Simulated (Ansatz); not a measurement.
# HF/3-21G run of BNH3Cl (SMILES NBCl)

Aim: the electronic atomisation energy of BNH3Cl at HF/3-21G, from 5 runs. 

Program for the calculation: Ansatz 0.2.0.

61 further runs of the same task are left out: 61 set aside as unsound or not needed.

## (1) The structure to begin with

The species is BNH3Cl (6 atoms), meant as a singlet with charge 0. As SMILES, `NBCl`. Geometry: relaxed at PBE0-D4/def2-TZVP.

Bond lengths: N1–B2 1.383 Å, B2–Cl3 1.768 Å, N1–H4 1.005 Å, N1–H5 1.006 Å, B2–H6 1.191 Å. Angles: N1–B2–Cl3 119.7°, N1–B2–H6 121.5°, Cl3–B2–H6 118.8°, B2–N1–H4 122.2°, B2–N1–H5 123.2°, H4–N1–H5 114.7°.

## (2) A single-point energy at HF/3-21G

The input, run.yaml:

```yaml
crystal:
  periodic: [false, false, false]
  atoms:
    - {symbol: N, position_ang: [-0.395600, -0.007800, -0.658000]}
    - {symbol: B, position_ang: [0.369600, -0.158900, 0.483700]}
    - {symbol: Cl, position_ang: [0.529900, 1.189300, 1.616000]}
    - {symbol: H, position_ang: [-0.511800, -0.749300, -1.326600]}
    - {symbol: H, position_ang: [-0.878600, 0.844500, -0.888200]}
    - {symbol: H, position_ang: [0.928800, -1.181900, 0.727100]}
basis:
  gaussian: {orbitals: 3-21G.json}
magnetization: {spin_polarized: false, initial_magnetization: 0}
hamiltonian: {xc: hf}
accuracy: high
output: {orbitals: {seedname: orbitals}}
```

The basis set 3-21G is read from a file made from the Basis Set Exchange's data (not shown).

On the command line:

```bash
$ ansatz run run.yaml --threads 1 --pin off --max-ram 3480MiB --events-out events.jsonl --progress --plain --runs-dir runs
```

The log of the run:

```text
Warning: RAYON_NUM_THREADS=1 ignored (pool sized by the plan → 1); use --threads N
Functional definition: HF
  name "HF"
  exchange = exact_x
  correlation = 0
844 factors; integrals over basis functions are off by at most 7.0e-9 eV
mean field evaluation 1: about -14633.4706 eV, gradient 2.3e1 eV
mean field evaluation 2: about -14633.4694 eV, gradient 2.3e1 eV
mean field evaluation 4: about -14634.7416 eV, gradient 2.0e0 eV
mean field evaluation 8: about -14634.7540 eV, gradient 4.5e-5 eV
mean field -14634.75399588 eV, -537.8172895560 hartree, gradient 2.5e-8 eV, S^2 0.000000; 0 other end points of the search recorded, 0 dependent functions left out
reference -14634.75399588 eV, -537.8172895560 hartree; 16, 16 occupied and 21, 21 virtual orbitals, 844 factors
Total energy: -14634.75399588 eV, -537.8172895560 hartree
```

Run time: 0.34 s. Hardware: 1 thread of Arm Neoverse V1, shared host.

## (3) The B atom at the same level

The input, molecule.yaml:

```yaml
crystal:
  periodic: [false, false, false]
  atoms:
    - symbol: B
      position_ang: [0.000000, 0.000000, 0.000000]
basis:
  gaussian:
    orbitals: 3-21G.json
magnetization:
  spin_polarized: true
  initial_magnetization: 1
hamiltonian:
  xc: hf
accuracy: high
```

The basis set 3-21G is read from a file made from the Basis Set Exchange's data (not shown).

Run the same way, it converges to -24.38976 Eh (log not shown).

## (4) The Cl atom, same level

The input, job.yaml:

```yaml
crystal:
  periodic: [false, false, false]
  atoms:
    - {symbol: Cl, position_ang: [0.000000, 0.000000, 0.000000]}
basis:
  gaussian: {orbitals: 3-21G.json}
total_charge: 0
magnetization: {spin_polarized: true, initial_magnetization: 1}
hamiltonian: {xc: hf}
accuracy: high
```

The basis set 3-21G is read from a file made from the Basis Set Exchange's data (not shown).

Run the same way, it converges to -457.27655 Eh (log not shown).

## (5) The H atom, same level

The input, input.yaml:

```yaml
crystal:
  periodic: [false, false, false]
  atoms:
    - {symbol: H, position_ang: [0.000000, 0.000000, 0.000000]}
basis:
  gaussian:
    orbitals: 3-21G.json
magnetization:
  spin_polarized: true
  initial_magnetization: 1
hamiltonian:
  xc: hf
accuracy: high
```

The basis set 3-21G is read from a file made from the Basis Set Exchange's data (not shown).

Run the same way, it converges to -0.49620 Eh (log not shown).

## (6) The N atom at the same level

The input, input.yaml:

```yaml
crystal:
  periodic: [false, false, false]
  atoms:
    - symbol: N
      position_ang: [0.000000, 0.000000, 0.000000]
basis:
  gaussian:
    orbitals: 3-21G.json
magnetization:
  spin_polarized: true
  initial_magnetization: 3
hamiltonian:
  xc: hf
accuracy: high
```

The basis set 3-21G is read from a file made from the Basis Set Exchange's data (not shown).

Run the same way, it converges to -54.10539 Eh (log not shown).

## (7) What came out

At HF/3-21G:

| quantity | value |
| --- | --- |
| molecule: total energy | -537.81729 Eh |
| molecule: HOMO energy | -11.70 eV |
| molecule: LUMO energy | 4.41 eV |
| molecule: HOMO–LUMO gap | 16.11 eV |
| B atom: total energy | -24.38976 Eh |
| B atom: ⟨S²⟩ | 0.750 |
| Cl atom: total energy | -457.27655 Eh |
| Cl atom: ⟨S²⟩ | 0.750 |
| H atom: total energy | -0.49620 Eh |
| H atom: ⟨S²⟩ | 0.750 |
| N atom: total energy | -54.10539 Eh |
| N atom: ⟨S²⟩ | 3.752 |
| electronic atomisation energy | 15.156 eV |

In words: Taking the molecule apart into free atoms costs 15.16 eV (1462 kJ/mol), before zero-point energy and without spin-orbit coupling. Hartree–Fock lacks the correlation of the bonding pairs, which as a rule makes this value much too low; in minimal bases other errors can mask that. The basis has no polarisation functions, which makes bonds too weak.
